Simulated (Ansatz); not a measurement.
# CH₄GeS (SMILES S=[CH][GeH3]): functionals against CCSD(T) at one geometry

One table from this session's results is given with a row withheld; the runs are named, their logs left out.

Method: single points in def2-TZVPP; program: Ansatz 0.2.0, Gaussian basis.

Correlated methods freeze the cores. Filled d shells of the heavier atoms are correlated.

### Where the work starts

SMILES `S=[CH][GeH3]`, 7 atoms, charge 0, spin multiplicity 1.

Atoms are counted from 1 here; the program's logs count them from 0.

Bond lengths: S1–C2 1.495 Å, C2–Ge3 2.024 Å, C2–H4 1.056 Å, Ge3–H5 1.454 Å, Ge3–H6 1.468 Å, Ge3–H7 1.641 Å. Angles: S1–C2–Ge3 125.8°, S1–C2–H4 121.2°, Ge3–C2–H4 112.6°, C2–Ge3–H5 113.5°, C2–Ge3–H6 106.1°, C2–Ge3–H7 106.8°, H5–Ge3–H6 112.3°, H5–Ge3–H7 114.4°, H6–Ge3–H7 102.7°.

Geometry (Å):

```csv
atom,x (Å),y (Å),z (Å)
S1,-0.4177,-1.9837,1.1803
C2,-0.5165,-1.0652,0.0045
Ge3,0.3688,0.7472,-0.1594
H4,-1.1735,-1.2704,-0.7969
H5,0.0347,1.4465,-1.3899
H6,-0.0256,1.5028,1.0363
H7,1.9758,0.5141,0.0742
```

The first run:

run/in.yaml

```yaml
crystal:
  periodic: [false, false, false]
  atoms:
    - {symbol: S, position_ang: [-0.417700, -1.983700, 1.180300]}
    - {symbol: C, position_ang: [-0.516500, -1.065200, 0.004500]}
    - {symbol: Ge, position_ang: [0.368800, 0.747200, -0.159400]}
    - {symbol: H, position_ang: [-1.173500, -1.270400, -0.796900]}
    - {symbol: H, position_ang: [0.034700, 1.446500, -1.389900]}
    - {symbol: H, position_ang: [-0.025600, 1.502800, 1.036300]}
    - {symbol: H, position_ang: [1.975800, 0.514100, 0.074200]}
basis:
  gaussian: {orbitals: def2-TZVPP}
correlation: {method: ccsd_t}
output: {forces: true}
```

The command line of these runs was not kept.

Among the steps run: CCSD(T)/def2-TZVPP; PBE0-D4/def2-TZVPP; wB97M-V/def2-TZVPP; r2SCAN-D4/def2-TZVPP; PBE-D4/def2-TZVPP; SPW92/def2-TZVPP; r2SCANh-D4/def2-TZVPP.

One of the session's tables, all rows but one given; the rest of the session is left out.

| method | RMS force component (eV/Å) | angle to CCSD(T) forces (°) | dipole (D) |
| --- | --- | --- | --- |
| CCSD(T) | 2.334 | reference | 1.66 |
| PBE0-D4 | 2.108 | 3.8 | 1.70 |
| wB97M-V | 2.111 | 3.2 | 1.73 |
| r2SCAN-D4 | 2.134 | 2.7 | 1.68 |
| PBE-D4 | 2.197 | 4.5 | 1.54 |
| SPW92 | 2.044 | 6.9 | 1.51 |
| r2SCANh-D4 | ? | ? | ? |

**Question.** Estimate the row for r2SCANh-D4.

**Answer.** RMS force component (eV/Å): 2.107; angle to CCSD(T) forces (°): 2.9; dipole (D): 1.72. In the column «RMS force component (eV/Å)» it lies between SPW92 (2.044) and PBE0-D4 (2.108).
